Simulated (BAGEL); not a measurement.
# CH3ClO2Si (SMILES ClC1O[SiH2]O1) at HF/6-31G(d) (density fitting with qzvpp-jkfit, spherical functions)

Aim: the energy change on altering one bond length of CH3ClO2Si at HF/6-31G* (density fitting with qzvpp-jkfit, spherical functions), from 2 runs. 

Program for the calculation: BAGEL 1.2.2.

2 further runs of the same task are left out: 1 that didn't finish, 1 set aside as unsound or not needed. Runs told in other sessions of the task aren't counted.

## 1. The molecule

The species is CH3ClO2Si (8 atoms), meant as a singlet with charge 0. SMILES: `ClC1O[SiH2]O1`. Geometry: relaxed at PBE0-D4/def2-TZVP.

Bond lengths: Cl1–C2 1.787 Å, C2–O3 1.403 Å, O3–Si4 1.674 Å, C2–O5 1.403 Å, Si4–O5 1.674 Å, C2–H6 1.090 Å, Si4–H7 1.478 Å, Si4–H8 1.479 Å. Some angles: Cl1–C2–O3 111.5°, Cl1–C2–O5 111.5°, O3–C2–O5 102.3°, C2–O3–Si4 88.1°, O3–Si4–O5 81.5°, C2–O5–Si4 88.1°, Cl1–C2–H6 106.1°, O3–C2–H6 112.7°, O5–C2–H6 112.8°, O3–Si4–H7 114.7°.

## 2. A single-point energy at HF/6-31G(d) (density fitting with qzvpp-jkfit, spherical functions)

Contents of calc.json:

```json
{ "bagel" : [

{
  "title" : "molecule",
  "basis" : "6-31gs.json",
  "df_basis" : "qzvpp-jkfit",
  "angstrom" : "true",
  "geometry" : [
    { "atom" : "Cl", "xyz" : [      -2.195900,       0.509700,       0.974400 ] },
    { "atom" : "C", "xyz" : [      -0.524200,       0.766600,       0.397600 ] },
    { "atom" : "O", "xyz" : [       0.378500,      -0.100700,       1.032000 ] },
    { "atom" : "Si", "xyz" : [       0.716100,      -0.757900,      -0.470600 ] },
    { "atom" : "O", "xyz" : [      -0.384400,       0.408700,      -0.952100 ] },
    { "atom" : "H", "xyz" : [      -0.298600,       1.817300,       0.580700 ] },
    { "atom" : "H", "xyz" : [       2.098700,      -0.537900,      -0.945700 ] },
    { "atom" : "H", "xyz" : [       0.301900,      -2.163000,      -0.672100 ] }
  ]
},

{
  "title" : "hf"
},

{
  "title" : "print",
  "file" : "orbitals.molden",
  "orbitals" : "true"
}

]}
```

The basis set 6-31G* is read from a file made from the Basis Set Exchange's data (not shown).

The run is started by

```console
$ BAGEL_NUM_THREADS=1 BAGEL calc.json > calc.out
```

The program printed:

```text
* using 1 threads per process

  ===============================================================
  ===============================================================

  *** Geometry ***

  { "atom" : "Cl", "xyz" : [     -4.149650,      0.963193,      1.841349 ] },
  { "atom" : "C", "xyz" : [     -0.990594,      1.448664,      0.751355 ] },
  { "atom" : "O", "xyz" : [      0.715261,     -0.190295,      1.950197 ] },
  { "atom" : "Si", "xyz" : [      1.353233,     -1.432223,     -0.889305 ] },
  { "atom" : "O", "xyz" : [     -0.726411,      0.772331,     -1.799208 ] },
  { "atom" : "H", "xyz" : [     -0.564272,      3.434199,      1.097364 ] },
  { "atom" : "H", "xyz" : [      3.965968,     -1.016484,     -1.787114 ] },
  { "atom" : "H", "xyz" : [      0.570508,     -4.087478,     -1.270085 ] },

  Number of auxiliary basis functions:      539

  Since a DF basis is specified, we compute 2- and 3-index integrals:
    o Being stored without compression. Storage requirement is 0.030 GB

  Number of basis functions:       84
  Number of electrons      :       56

    * METHOD: MOLECULE                             0.32

  *** RHF ***

  === Nuclear Repulsion ===
   300.1253325224

      * DIIS with orbital gradients will be used.

  === RHF iteration (6-31gs.json) ===
      0       -937.51377635          0.02129211           0.11
      1       -937.68554231          0.01387729           0.11
      2       -937.77275377          0.00136123           0.11
      3       -937.77452959          0.00031143           0.11
      4       -937.77463113          0.00008989           0.10
      5       -937.77464532          0.00002749           0.10
      6       -937.77464629          0.00001043           0.10
      7       -937.77464641          0.00000252           0.10
      8       -937.77464642          0.00000064           0.11
      9       -937.77464642          0.00000019           0.11
     10       -937.77464642          0.00000008           0.11
     11       -937.77464642          0.00000003           0.10
     12       -937.77464642          0.00000001           0.10
    * SCF iteration converged.

    * Permanent dipole moment:
           (   -0.957662,     0.260853,     0.435184) a.u.

    * METHOD: HF                                   1.58

    * METHOD: PRINT                                0.01

  ===============================================================
```

It took 2.1 s on 1 thread of Arm Neoverse V2, shared host; peak memory 0.13 GiB.

## 3. The distorted shape at the same level

Contents of calc.json:

```json
{ "bagel": [

{
  "title": "molecule",
  "basis": "6-31gs.json",
  "df_basis": "qzvpp-jkfit",
  "angstrom": true,
  "geometry": [
    { "atom": "Cl", "xyz": [      -1.988802,       1.212243,       1.075149 ] },
    { "atom": "C", "xyz": [      -0.317102,       1.469143,       0.498349 ] },
    { "atom": "O", "xyz": [       0.585598,       0.601843,       1.132749 ] },
    { "atom": "Si", "xyz": [       0.923198,      -0.055357,      -0.369851 ] },
    { "atom": "O", "xyz": [      -0.177302,       1.111243,      -0.851351 ] },
    { "atom": "H", "xyz": [      -0.091502,       2.519843,       0.681449 ] },
    { "atom": "H", "xyz": [       2.305798,       0.164643,      -0.844951 ] },
    { "atom": "H", "xyz": [       0.301900,      -2.163000,      -0.672100 ] }
  ]
},

{
  "title": "hf"
},

{
  "title": "print",
  "file": "orbitals.molden",
  "orbitals": true
}

]}
```

The basis set 6-31G* is read from a file made from the Basis Set Exchange's data (not shown).

The run is started by

```console
$ BAGEL_NUM_THREADS=1 BAGEL calc.json > calc.out
```

The program printed:

```text
* using 1 threads per process

  ===============================================================
  ===============================================================

  *** Geometry ***

  { "atom" : "Cl", "xyz" : [     -3.758291,      2.290807,      2.031737 ] },
  { "atom" : "C", "xyz" : [     -0.599236,      2.776278,      0.941743 ] },
  { "atom" : "O", "xyz" : [      1.106620,      1.137318,      2.140585 ] },
  { "atom" : "Si", "xyz" : [      1.744591,     -0.104610,     -0.698917 ] },
  { "atom" : "O", "xyz" : [     -0.335052,      2.099945,     -1.608820 ] },
  { "atom" : "H", "xyz" : [     -0.172914,      4.761813,      1.287752 ] },
  { "atom" : "H", "xyz" : [      4.357327,      0.311130,     -1.596726 ] },
  { "atom" : "H", "xyz" : [      0.570508,     -4.087478,     -1.270085 ] },

  Number of auxiliary basis functions:      539

  Since a DF basis is specified, we compute 2- and 3-index integrals:
    o Being stored without compression. Storage requirement is 0.030 GB

  Number of basis functions:       84
  Number of electrons      :       56

    * METHOD: MOLECULE                             0.31

  *** RHF ***

  === Nuclear Repulsion ===
   297.4061965163

      * DIIS with orbital gradients will be used.

  === RHF iteration (6-31gs.json) ===
      0       -937.42276134          0.02127039           0.11
      1       -937.59438953          0.01393163           0.11
      2       -937.68243564          0.00135918           0.11
      3       -937.68429307          0.00033725           0.11
      4       -937.68441450          0.00009336           0.11
      5       -937.68443029          0.00002053           0.11
      6       -937.68443113          0.00000543           0.10
      7       -937.68443118          0.00000132           0.10
      8       -937.68443119          0.00000051           0.11
      9       -937.68443119          0.00000018           0.11
     10       -937.68443119          0.00000006           0.11
     11       -937.68443119          0.00000002           0.11
     12       -937.68443119          0.00000001           0.10
    * SCF iteration converged.

    * Permanent dipole moment:
           (   -1.042263,    -0.284947,     0.327581) a.u.

    * METHOD: HF                                   1.60

    * METHOD: PRINT                                0.01

  ===============================================================
```

It took 2.1 s on 1 thread of Arm Neoverse V2, shared host; peak memory 0.13 GiB.

## 4. Results

Level: HF/6-31G* (density fitting with qzvpp-jkfit, spherical functions).

```
                                                          quantity          value
                                         first shape: total energy  -937.77465 Eh
                                        first shape: dipole moment         2.75 D
                                          first shape: HOMO energy      -12.24 eV
                                          first shape: LUMO energy        2.66 eV
                                        first shape: HOMO–LUMO gap       14.90 eV
                                     distorted shape: total energy  -937.68443 Eh
                                    distorted shape: dipole moment         2.87 D
                                      distorted shape: HOMO energy      -10.91 eV
                                      distorted shape: LUMO energy        1.97 eV
                                    distorted shape: HOMO–LUMO gap       12.89 eV
energy change with the Si4–H8 bond stretched from 1.479 to 2.218 Å       2.455 eV
```

With the Si4–H8 bond stretched from 1.479 to 2.218 Å the energy rises by 2.45 eV (237 kJ/mol). The first shape isn't relaxed at this level, so the change isn't measured from a minimum.
